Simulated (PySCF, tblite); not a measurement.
# C7H9NSi: infrared bands, NMR shifts and electronic excitations in gas and solvents, part 2 of 2

tblite 0.8.0 and PySCF 2.14.0. Atoms count from 0. The steps go on from the part before.

## (6) Ultraviolet spectrum: PBE0/def2-SVPD

The job: settings as JSON, then the geometry in Å.

```
{"job": {"kind": "uv", "xc": "PBE0", "basis": "def2-SVPD", "ip": true, "dynamic": false}, "charge": 0, "multiplicity": 1}
C      3.681949     0.132574    -1.190183
C      2.453804    -0.591533    -0.928348
C      1.418796    -1.197991    -0.709956
Si    -0.135032    -2.080790    -0.371197
N     -1.403787    -0.926403     0.067524
C     -2.610428    -0.759553    -0.583198
C     -3.320435     0.234706     0.045790
C     -2.518962     0.702191     1.126988
C     -1.353817    -0.026714     1.111591
H      3.852279     0.240019    -2.272664
H      4.548829    -0.391435    -0.758430
H      3.640916     1.141508    -0.751065
H     -0.640133    -2.787968    -1.578251
H      0.075852    -3.037681     0.750576
H     -2.865799    -1.369044    -1.448167
H     -4.309119     0.590246    -0.238694
H     -2.770156     1.488430     1.836734
H     -0.481284     0.026838     1.760872
```

Level: TDDFT PBE0/def2-SVPD, vertical, gas phase, core orbitals frozen in the response.

What it wrote:

```text
coarse grid: 15872 points
cycle   1  E = -615.3942059034  dE =  1.236e+00  |g| = 4.776e-01  |ddm| = 9.213e+00
cycle   2  E = -615.3629579870  dE =  3.125e-02  |g| = 5.861e-01  |ddm| = 2.543e+00
cycle   3  E = -615.4546480903  dE = -9.169e-02  |g| = 1.251e-01  |ddm| = 1.354e+00
cycle   4  E = -615.4580332243  dE = -3.385e-03  |g| = 5.281e-02  |ddm| = 2.941e-01
cycle   5  E = -615.4586445750  dE = -6.114e-04  |g| = 1.961e-02  |ddm| = 1.051e-01
cycle   6  E = -615.4587302651  dE = -8.569e-05  |g| = 7.362e-03  |ddm| = 4.150e-02
cycle   7  E = -615.4587433611  dE = -1.310e-05  |g| = 1.750e-03  |ddm| = 1.532e-02
cycle   8  E = -615.4587441034  dE = -7.422e-07  |g| = 2.691e-04  |ddm| = 3.078e-03
final grid: 149728 points
cycle   9  E = -615.5410393524  dE = -2.831e-05  |g| = 7.223e-03  |ddm| = 1.269e-01
cycle  10  E = -615.5410339074  dE =  5.445e-06  |g| = 8.724e-03  |ddm| = 3.111e-02
cycle  11  E = -615.5410532002  dE = -1.929e-05  |g| = 1.415e-03  |ddm| = 1.719e-02
cycle  12  E = -615.5410536587  dE = -4.585e-07  |g| = 3.925e-04  |ddm| = 2.493e-03
cycle  13  E = -615.5410536917  dE = -3.300e-08  |g| = 1.545e-04  |ddm| = 7.771e-04
cycle  14  E = -615.5410536969  dE = -5.177e-09  |g| = 4.932e-05  |ddm| = 2.806e-04
cycle  15  E = -615.5410536974  dE = -5.518e-10  |g| = 1.818e-05  |ddm| = 1.327e-04
converged SCF energy = -615.5410536974

Static polarisability (au): isotropic 114.740, principal 88.791 108.437 146.992

Singlet excitations
state   eV       nm        f      main configurations
  1   4.7966    258.5   0.00078   H->L 0.99
  2   5.2191    237.6   0.00328   H->L+1 0.99
  3   5.6450    219.6   0.01247   H-1->L 0.96
  4   5.7383    216.1   0.00032   H-2->L 0.84, H-3->L+1 0.08
  5   5.8534    211.8   0.00050   H->L+2 0.88
  6   5.9774    207.4   0.01636   H-1->L+1 0.69, H-3->L+1 0.16
  7   6.0973    203.3   0.00060   H-3->L 0.51, H-2->L+1 0.38
  8   6.1212    202.5   0.04719   H->L+3 0.72, H->L+5 0.08
  9   6.2653    197.9   0.02201   H-3->L+1 0.54, H->L+5 0.12, H-1->L+1 0.12
 10   6.3066    196.6   0.02247   H->L+4 0.43, H->L+5 0.15, H-3->L+1 0.12

Triplet excitations (Tamm-Dancoff, eV): 4.1032 4.7080 4.8262 5.1536
Vertical ionisation energy (delta-SCF) = 7.9878 eV
```

Wall time 3 min (1 thread of Arm Neoverse V2, shared host); peak memory 1 GiB.

Frontier orbitals and where they lie:

```
orbital     eV                       atoms
 HOMO−3  -8.11    C2 41 %, C1 36 %, C0 7 %
 HOMO−2  -7.96    C2 38 %, C1 36 %, C0 7 %
 HOMO−1  -7.00   N4 27 %, C7 25 %, C6 24 %
   HOMO  -6.11   C8 27 %, C5 27 %, C6 15 %
   LUMO  -0.37  Si3 25 %, C2 22 %, C1 22 %
 LUMO+1  -0.02  C1 24 %, C2 24 %, Si3 20 %
 LUMO+2   0.49  C0 26 %, C1 18 %, Si3 13 %
```

With each of the 10 states as a Gaussian band of 0.4 eV half-width at 1/e, the curve within the window shown has maxima at 202 nm (ε 4,200) L/(mol cm). Beyond the last state computed it falls off for lack of states. The curve at chosen wavelengths:

```json
{"nm": "188", "ε (L/mol/cm)": "1450"}
{"nm": "192", "ε (L/mol/cm)": "2525"}
{"nm": "197", "ε (L/mol/cm)": "3741"}
{"nm": "201", "ε (L/mol/cm)": "4181"}
{"nm": "205", "ε (L/mol/cm)": "4021"}
{"nm": "209", "ε (L/mol/cm)": "3425"}
{"nm": "214", "ε (L/mol/cm)": "2476"}
{"nm": "218", "ε (L/mol/cm)": "1795"}
{"nm": "222", "ε (L/mol/cm)": "1271"}
{"nm": "227", "ε (L/mol/cm)": "823"}
{"nm": "231", "ε (L/mol/cm)": "587"}
{"nm": "235", "ε (L/mol/cm)": "426"}
{"nm": "239", "ε (L/mol/cm)": "314"}
{"nm": "244", "ε (L/mol/cm)": "220"}
{"nm": "248", "ε (L/mol/cm)": "167"}
{"nm": "252", "ε (L/mol/cm)": "127"}
{"nm": "256", "ε (L/mol/cm)": "98"}
{"nm": "261", "ε (L/mol/cm)": "70"}
{"nm": "265", "ε (L/mol/cm)": "53"}
{"nm": "269", "ε (L/mol/cm)": "40"}
{"nm": "274", "ε (L/mol/cm)": "27"}
{"nm": "278", "ε (L/mol/cm)": "20"}
{"nm": "282", "ε (L/mol/cm)": "14"}
{"nm": "286", "ε (L/mol/cm)": "10"}
{"nm": "291", "ε (L/mol/cm)": "6"}
{"nm": "295", "ε (L/mol/cm)": "4"}
```

Ground-state properties from the same run:

```
           property  computed
  dipole moment (D)      2.81
polarisability (Å³)     17.00
 HOMO–LUMO gap (eV)      5.74
      −ε(HOMO) (eV)      6.11
```

## (7) NMR shieldings: KT2/pcSseg-1

Settings changed since step 6:

```diff
@@ -1,2 +1,2 @@
-{"job": {"kind": "uv", "xc": "PBE0", "basis": "def2-SVPD", "ip": true, "dynamic": false}, "charge": 0, "multiplicity": 1}
+{"job": {"kind": "nmr", "xc": "KT2", "basis": "pcSseg-1", "pop": false}, "charge": 0, "multiplicity": 1}
 C      3.681949     0.132574    -1.190183
```

Level: GIAO KT2/pcSseg-1 NMR shielding, non-relativistic, gas phase.

What it wrote:

```text
coarse grid: 15872 points
cycle   1  E = -624.5168943086  dE =  1.109e+00  |g| = 6.047e-01  |ddm| = 4.223e+00
cycle   2  E = -624.3725548210  dE =  1.443e-01  |g| = 9.277e-01  |ddm| = 1.789e+00
cycle   3  E = -624.6099864835  dE = -2.374e-01  |g| = 2.035e-01  |ddm| = 1.267e+00
cycle   4  E = -624.6195855806  dE = -9.599e-03  |g| = 8.525e-02  |ddm| = 2.392e-01
cycle   5  E = -624.6211453214  dE = -1.560e-03  |g| = 3.625e-02  |ddm| = 9.207e-02
cycle   6  E = -624.6214462335  dE = -3.009e-04  |g| = 1.563e-02  |ddm| = 4.304e-02
cycle   7  E = -624.6215039948  dE = -5.776e-05  |g| = 4.958e-03  |ddm| = 1.546e-02
cycle   8  E = -624.6215097648  dE = -5.770e-06  |g| = 8.275e-04  |ddm| = 4.845e-03
final grid: 149728 points
cycle   9  E = -624.6346667864  dE = -2.648e-04  |g| = 1.911e-02  |ddm| = 1.183e-01
cycle  10  E = -624.6345649365  dE =  1.018e-04  |g| = 2.620e-02  |ddm| = 4.565e-02
cycle  11  E = -624.6347283444  dE = -1.634e-04  |g| = 8.358e-03  |ddm| = 3.267e-02
cycle  12  E = -624.6347442194  dE = -1.588e-05  |g| = 3.207e-03  |ddm| = 8.127e-03
cycle  13  E = -624.6347467579  dE = -2.538e-06  |g| = 7.606e-04  |ddm| = 2.906e-03
cycle  14  E = -624.6347468903  dE = -1.324e-07  |g| = 1.853e-04  |ddm| = 7.977e-04
cycle  15  E = -624.6347468970  dE = -6.707e-09  |g| = 8.562e-05  |ddm| = 2.489e-04
cycle  16  E = -624.6347468990  dE = -1.954e-09  |g| = 1.979e-05  |ddm| = 9.755e-05
cycle  17  E = -624.6347468991  dE = -9.322e-11  |g| = 4.903e-06  |ddm| = 2.139e-05
converged SCF energy = -624.6347468991

GIAO shielding tensors (ppm)
atom      isotropic    diamagn.    paramagn.     s11        s22        s33       span
  0 C      176.456     254.957     -78.501    166.371    167.117    195.880     29.509
  1 C       75.645     272.456    -196.811    -15.348     -7.976    250.261    265.609
  2 C      110.728     257.332    -146.604     27.143     39.453    265.587    238.444
  3 Si     421.295     886.430    -465.135    390.577    413.162    460.146     69.569
  4 N       93.553     330.859    -237.306     15.614     67.165    197.880    182.267
  5 C       63.897     249.901    -186.003     -7.164     72.096    126.760    133.923
  6 C       76.397     257.132    -180.735      1.571     69.151    158.471    156.900
  7 C       73.583     256.967    -183.384     -3.491     67.818    156.421    159.912
  8 C       65.549     254.331    -188.782     -6.808     67.146    136.309    143.116
  9 H       29.110      26.404       2.706     24.189     27.391     35.749     11.560
 10 H       29.067      24.483       4.584     24.337     27.191     35.673     11.336
 11 H       29.051      33.485      -4.435     24.038     27.820     35.294     11.257
 12 H       25.974      29.144      -3.169     21.923     25.379     30.621      8.698
 13 H       25.788      28.746      -2.958     22.713     23.947     30.705      7.992
 14 H       24.715      29.990      -5.275     21.265     25.554     27.326      6.061
 15 H       24.958      30.507      -5.549     22.616     25.030     27.227      4.611
 16 H       24.740      32.259      -7.519     22.348     25.067     26.805      4.457
 17 H       24.381      34.446     -10.065     20.820     25.308     27.014      6.194
```

Run time: 41 s. Hardware: 1 thread of Arm Neoverse V2, shared host; peak memory 0.77 GiB.

Key values: δ C5 118.5, C6 108.2, C1 107.6, C2 72.5, H14 6.63, H15 6.33 ppm (means over like atoms).

## (8) NMR shieldings: PBE0/pcSseg-1 in benzene

Settings changed since step 7:

```diff
@@ -1,2 +1,2 @@
-{"job": {"kind": "nmr", "xc": "KT2", "basis": "pcSseg-1", "pop": false}, "charge": 0, "multiplicity": 1}
+{"job": {"kind": "nmr", "xc": "PBE0", "basis": "pcSseg-1", "solvent": "benzene", "pop": true}, "charge": 0, "multiplicity": 1}
 C      3.681949     0.132574    -1.190183
```

Level: GIAO PBE0/pcSseg-1 NMR shielding, non-relativistic, IEF-PCM benzene.

What it wrote:

```text
coarse grid: 15872 points
cycle   1  E = -615.6868329132  dE =  1.306e+00  |g| = 4.891e-01  |ddm| = 4.168e+00
cycle   2  E = -615.6675295507  dE =  1.930e-02  |g| = 5.616e-01  |ddm| = 1.128e+00
cycle   3  E = -615.7479267529  dE = -8.040e-02  |g| = 1.164e-01  |ddm| = 6.245e-01
cycle   4  E = -615.7507852820  dE = -2.859e-03  |g| = 4.657e-02  |ddm| = 1.149e-01
cycle   5  E = -615.7512463423  dE = -4.611e-04  |g| = 1.625e-02  |ddm| = 4.081e-02
cycle   6  E = -615.7513019551  dE = -5.561e-05  |g| = 6.480e-03  |ddm| = 1.687e-02
cycle   7  E = -615.7513118281  dE = -9.873e-06  |g| = 1.501e-03  |ddm| = 5.517e-03
final grid: 149728 points
cycle   8  E = -615.8041042317  dE = -2.813e-05  |g| = 8.102e-03  |ddm| = 4.112e-02
cycle   9  E = -615.8040967560  dE =  7.476e-06  |g| = 1.017e-02  |ddm| = 1.557e-02
cycle  10  E = -615.8041203289  dE = -2.357e-05  |g| = 1.504e-03  |ddm| = 8.182e-03
cycle  11  E = -615.8041208159  dE = -4.870e-07  |g| = 3.489e-04  |ddm| = 1.372e-03
cycle  12  E = -615.8041208404  dE = -2.453e-08  |g| = 1.437e-04  |ddm| = 3.860e-04
cycle  13  E = -615.8041208450  dE = -4.589e-09  |g| = 5.047e-05  |ddm| = 1.349e-04
cycle  14  E = -615.8041208455  dE = -5.259e-10  |g| = 1.882e-05  |ddm| = 4.870e-05
converged SCF energy = -615.8041208455

GIAO shielding tensors (ppm)
atom      isotropic    diamagn.    paramagn.     s11        s22        s33       span
  0 C      178.857     251.612     -72.755    169.261    169.910    197.399     28.138
  1 C       65.507     275.170    -209.663    -32.818    -26.228    255.566    288.384
  2 C      105.327     257.433    -152.106     17.202     27.977    270.803    253.600
  3 Si     408.281     882.451    -474.170    378.511    400.251    446.081     67.570
  4 N       86.932     330.943    -244.010      4.359     55.047    201.392    197.033
  5 C       54.833     249.292    -194.459    -26.749     62.472    128.775    155.524
  6 C       68.537     258.847    -190.311    -13.952     59.642    159.921    173.873
  7 C       65.947     257.667    -191.720    -18.430     58.139    158.133    176.563
  8 C       56.431     253.284    -196.852    -26.024     57.719    137.600    163.623
  9 H       29.195      26.280       2.916     24.204     27.319     36.063     11.859
 10 H       29.153      24.728       4.424     24.352     27.110     35.997     11.645
 11 H       29.140      31.990      -2.851     24.040     27.763     35.615     11.574
 12 H       26.163      29.124      -2.961     22.054     25.578     30.858      8.804
 13 H       26.053      28.629      -2.576     22.992     24.187     30.979      7.987
 14 H       24.490      29.630      -5.139     20.871     25.427     27.174      6.303
 15 H       24.817      30.523      -5.707     22.359     25.079     27.012      4.653
 16 H       24.624      32.070      -7.446     22.123     25.061     26.689      4.566
 17 H       24.223      33.707      -9.484     20.523     25.040     27.105      6.582
```

It took 34 s on 1 thread of Arm Neoverse V2, shared host; peak memory 1.1 GiB.

This run: δ C5 129.2, C1 119.4, C6 117.6, C2 79.6, H14 6.90, H15 6.53 ppm (means over like atoms).

## (9) Nuclear shieldings: PBE0/pcSseg-1 in chloroform

Settings changed since step 8:

```diff
@@ -1,2 +1,2 @@
-{"job": {"kind": "nmr", "xc": "PBE0", "basis": "pcSseg-1", "solvent": "benzene", "pop": true}, "charge": 0, "multiplicity": 1}
+{"job": {"kind": "nmr", "xc": "PBE0", "basis": "pcSseg-1", "solvent": "chloroform", "pop": false}, "charge": 0, "multiplicity": 1}
 C      3.681949     0.132574    -1.190183
```

Method: GIAO PBE0/pcSseg-1 NMR shielding, non-relativistic, IEF-PCM chloroform.

What it wrote:

```text
coarse grid: 15872 points
cycle   1  E = -615.6908976030  dE =  1.302e+00  |g| = 4.840e-01  |ddm| = 4.168e+00
cycle   2  E = -615.6753248603  dE =  1.557e-02  |g| = 5.446e-01  |ddm| = 1.081e+00
cycle   3  E = -615.7507584119  dE = -7.543e-02  |g| = 1.105e-01  |ddm| = 5.925e-01
cycle   4  E = -615.7532956286  dE = -2.537e-03  |g| = 4.513e-02  |ddm| = 1.076e-01
cycle   5  E = -615.7537339275  dE = -4.383e-04  |g| = 1.489e-02  |ddm| = 3.868e-02
cycle   6  E = -615.7537800299  dE = -4.610e-05  |g| = 6.007e-03  |ddm| = 1.524e-02
cycle   7  E = -615.7537885095  dE = -8.480e-06  |g| = 1.378e-03  |ddm| = 5.047e-03
final grid: 149728 points
cycle   8  E = -615.8065650822  dE = -2.862e-05  |g| = 7.947e-03  |ddm| = 4.119e-02
cycle   9  E = -615.8065588300  dE =  6.252e-06  |g| = 9.777e-03  |ddm| = 1.499e-02
cycle  10  E = -615.8065806681  dE = -2.184e-05  |g| = 1.415e-03  |ddm| = 7.756e-03
cycle  11  E = -615.8065810945  dE = -4.264e-07  |g| = 3.167e-04  |ddm| = 1.250e-03
cycle  12  E = -615.8065811150  dE = -2.048e-08  |g| = 1.113e-04  |ddm| = 3.370e-04
cycle  13  E = -615.8065811176  dE = -2.655e-09  |g| = 4.612e-05  |ddm| = 1.186e-04
cycle  14  E = -615.8065811181  dE = -4.386e-10  |g| = 1.755e-05  |ddm| = 4.198e-05
converged SCF energy = -615.8065811181

GIAO shielding tensors (ppm)
atom      isotropic    diamagn.    paramagn.     s11        s22        s33       span
  0 C      179.049     251.727     -72.678    169.262    169.929    197.957     28.695
  1 C       64.215     275.140    -210.925    -34.610    -28.305    255.560    290.170
  2 C      106.037     257.408    -151.371     18.117     28.916    271.078    252.961
  3 Si     408.208     882.448    -474.241    378.480    400.367    445.776     67.296
  4 N       85.696     330.863    -245.167      2.939     52.799    201.351    198.412
  5 C       54.337     249.170    -194.833    -27.291     61.189    129.114    156.405
  6 C       68.886     258.993    -190.107    -13.514     59.977    160.195    173.708
  7 C       66.273     257.708    -191.435    -18.003     58.397    158.424    176.427
  8 C       56.072     253.212    -197.141    -26.381     56.775    137.821    164.202
  9 H       29.138      26.152       2.986     24.135     27.230     36.049     11.914
 10 H       29.087      24.590       4.498     24.276     27.009     35.977     11.701
 11 H       29.084      31.897      -2.812     23.973     27.678     35.602     11.629
 12 H       26.125      29.069      -2.944     22.004     25.534     30.837      8.834
 13 H       26.042      28.602      -2.561     22.982     24.173     30.970      7.987
 14 H       24.390      29.573      -5.183     20.737     25.366     27.068      6.331
 15 H       24.772      30.582      -5.810     22.298     25.026     26.991      4.693
 16 H       24.579      32.079      -7.500     22.061     25.011     26.665      4.604
 17 H       24.134      33.596      -9.462     20.407     24.983     27.013      6.607
```

Wall time 32 s (1 thread of Arm Neoverse V2, shared host); peak memory 1.1 GiB.

In short: δ C5 130.0, C1 120.9, C6 117.6, C2 79.1, H14 6.98, H15 6.57 ppm (means over like atoms).

## (10) Ultraviolet spectrum: PBE0/def2-SVPD in benzene

Settings changed since step 9:

```diff
@@ -1,2 +1,2 @@
-{"job": {"kind": "nmr", "xc": "PBE0", "basis": "pcSseg-1", "solvent": "chloroform", "pop": false}, "charge": 0, "multiplicity": 1}
+{"job": {"kind": "uv", "xc": "PBE0", "basis": "def2-SVPD", "solvent": "benzene", "nstates": 6, "ntriplets": 0}, "charge": 0, "multiplicity": 1}
 C      3.681949     0.132574    -1.190183
```

With the program's defaults for keys left out, this is: TDDFT PBE0/def2-SVPD, vertical, IEF-PCM benzene (non-equilibrium linear response), core orbitals frozen in the response.

What it wrote:

```text
coarse grid: 15872 points
cycle   1  E = -615.4010877303  dE =  1.230e+00  |g| = 4.677e-01  |ddm| = 9.228e+00
cycle   2  E = -615.3790876086  dE =  2.200e-02  |g| = 5.483e-01  |ddm| = 2.476e+00
cycle   3  E = -615.4591342837  dE = -8.005e-02  |g| = 1.126e-01  |ddm| = 1.275e+00
cycle   4  E = -615.4618053773  dE = -2.671e-03  |g| = 4.920e-02  |ddm| = 2.622e-01
cycle   5  E = -615.4623497681  dE = -5.444e-04  |g| = 1.635e-02  |ddm| = 9.684e-02
cycle   6  E = -615.4624079571  dE = -5.819e-05  |g| = 6.256e-03  |ddm| = 3.461e-02
cycle   7  E = -615.4624174006  dE = -9.444e-06  |g| = 1.505e-03  |ddm| = 1.314e-02
final grid: 149728 points
cycle   8  E = -615.5446868213  dE = -2.672e-05  |g| = 7.993e-03  |ddm| = 1.284e-01
cycle   9  E = -615.5446770468  dE =  9.774e-06  |g| = 1.046e-02  |ddm| = 3.365e-02
cycle  10  E = -615.5447029857  dE = -2.594e-05  |g| = 1.572e-03  |ddm| = 1.873e-02
cycle  11  E = -615.5447035606  dE = -5.750e-07  |g| = 3.200e-04  |ddm| = 2.978e-03
cycle  12  E = -615.5447035819  dE = -2.123e-08  |g| = 1.477e-04  |ddm| = 8.265e-04
cycle  13  E = -615.5447035868  dE = -4.894e-09  |g| = 5.046e-05  |ddm| = 2.694e-04
cycle  14  E = -615.5447035873  dE = -5.643e-10  |g| = 1.825e-05  |ddm| = 1.138e-04
converged SCF energy = -615.5447035873

Static polarisability (au): isotropic 130.884, principal 102.092 125.419 165.139

Singlet excitations
state   eV       nm        f      main configurations
  1   4.9366    251.2   0.00109   H->L 0.99
  2   5.3548    231.5   0.00617   H->L+1 0.98
  3   5.7505    215.6   0.00102   H-2->L 0.86
  4   5.7679    215.0   0.02047   H-1->L 0.92
  5   5.9937    206.9   0.00397   H->L+2 0.82
  6   6.0498    204.9   0.02353   H-1->L+1 0.53, H-3->L+1 0.29
```

It took 54 s on 1 thread of Arm Neoverse V2, shared host; peak memory 1.1 GiB.

Key values: HOMO -6.21 eV, LUMO -0.32 eV; lowest singlet 4.94 eV.

## (11) Run by run: NMR shifts

Shifts (ppm) of some atoms, chosen among heavy atoms and hydrogens apart, means over like atoms, with basis size and wall time:

```
                        run     C5     C6     C1    C2   H14   H15     N4  functions  time
              PBE0/pcSseg-1  128.1  117.8  116.6  80.4  6.76  6.48  176.5        205  32 s
               KT2/pcSseg-1  118.5  108.2  107.6  72.5  6.63  6.33  170.8        205  41 s
   PBE0/pcSseg-1 in benzene  129.2  117.6  119.4  79.6  6.90  6.53  180.1        205  34 s
PBE0/pcSseg-1 in chloroform  130.0  117.6  120.9  79.1  6.98  6.57  182.1        205  32 s
```

The continuum's effect on the ground state:

```
   solvent     ε  polarisation energy (Eh)  μ (D)
   benzene  2.27                   -0.0042   3.19
chloroform  4.71                   -0.0071   3.37
```

## (12) Side by side: electronic excitations

Excitations and ground-state properties, with basis size and wall time:

```
                      run  lowest singlet (eV)  brightest (eV)      f  gap (eV)  α (Å³)  μ (D)  functions   time
           PBE0/def2-SVPD                 4.80            6.12  0.047      5.74   17.00   2.81        256  3 min
PBE0/def2-SVPD in benzene                 4.94            6.05  0.024      5.89   19.39   3.15        256   54 s
```

## (13) Summary of results

What follows sums up all 2 parts.

```
                                                               quantity                               value
                              strongest single infrared mode (GFN2-xTB)                731 cm⁻¹, 485 km/mol
                                           zero-point energy (GFN2-xTB)                       83.7 kcal/mol
                                                            point group                                  C1
                                   rotational constants (main isotopes)                2.98, 0.68, 0.60 GHz
¹³C shifts against TMS (PBE0/pcSseg-1, means over atoms taken as alike)  128.1, 117.8, 116.6, 80.4, 5.9 ppm
 ¹H shifts against TMS (PBE0/pcSseg-1, means over atoms taken as alike)          6.76, 6.48, 5.13, 2.00 ppm
                                ²⁹Si shifts against TMS (PBE0/pcSseg-1)                           -56.4 ppm
                                 ¹⁵N shifts against NH3 (PBE0/pcSseg-1)                           176.5 ppm
                                        lowest singlet (PBE0/def2-SVPD)         4.80 eV (258 nm), f = 0.001
                               brightest single state of those computed         state 8, 6.12 eV, f = 0.047
                                                         lowest triplet                             4.10 eV
                                      vertical ionisation energy (ΔSCF)                             7.99 eV
                          range of the shift of N4 (PBE0/pcSseg-1 runs)                  176.5 to 182.1 ppm
                                            range of the lowest singlet                     4.80 to 4.94 eV
```

What this shows: Over 76 steps the energy fell by 0.246 eV; of the close pairs, C0–C1 changed most, 1.482 to 1.444 Å (GFN2-xTB). The lowest mode is slightly imaginary (16i cm⁻¹), a soft motion within the noise of the Hessian, so the minimum is not strictly shown. The strongest single mode, at 731 cm⁻¹, moves mainly H13 and H12. GFN2-xTB is a fitted tight-binding method: band positions and strengths are rough. Its intensities can rank the bands wrongly. Over 7 steps the energy fell by 0.166 eV; of the close pairs, C0–H10 changed most, 1.058 to 1.101 Å (PBE0/def2-SVP). No frequency check was run at this level, so the end point may be a saddle. At PBE0/pcSseg-1: Shielding is most anisotropic at C1 (span 285 ppm, paramagnetic term -207 ppm). The first singlet state (HOMO→LUMO 0.99) lies at 4.80 eV and is dark; of the 10 states computed, the strongest absorption comes from state 8 at 6.12 eV. The lowest triplet lies 0.69 eV below the lowest singlet (triplets in Tamm-Dancoff, singlets in full TDDFT). ΔSCF puts the ionisation energy at 7.99 eV, 1.88 eV above −ε(HOMO). At one level, PBE0/pcSseg-1: Across the 3 runs the shift of N4 moves most, between 176.5 (PBE0/pcSseg-1) and 182.1 ppm (PBE0/pcSseg-1 in chloroform). Part of that comes from the computed reference. The continuum holds electrostatics alone: no hydrogen bonds to the solvent, and the gas-phase geometry is kept. The lowest singlet runs from 4.80 eV (PBE0/def2-SVPD) to 4.94 eV (PBE0/def2-SVPD in benzene), while the orbital gap spans 5.74 to 5.89 eV. The lowest state need not be the same one in every run. The runs solved for a few states only, so the brightest column depends on that window.
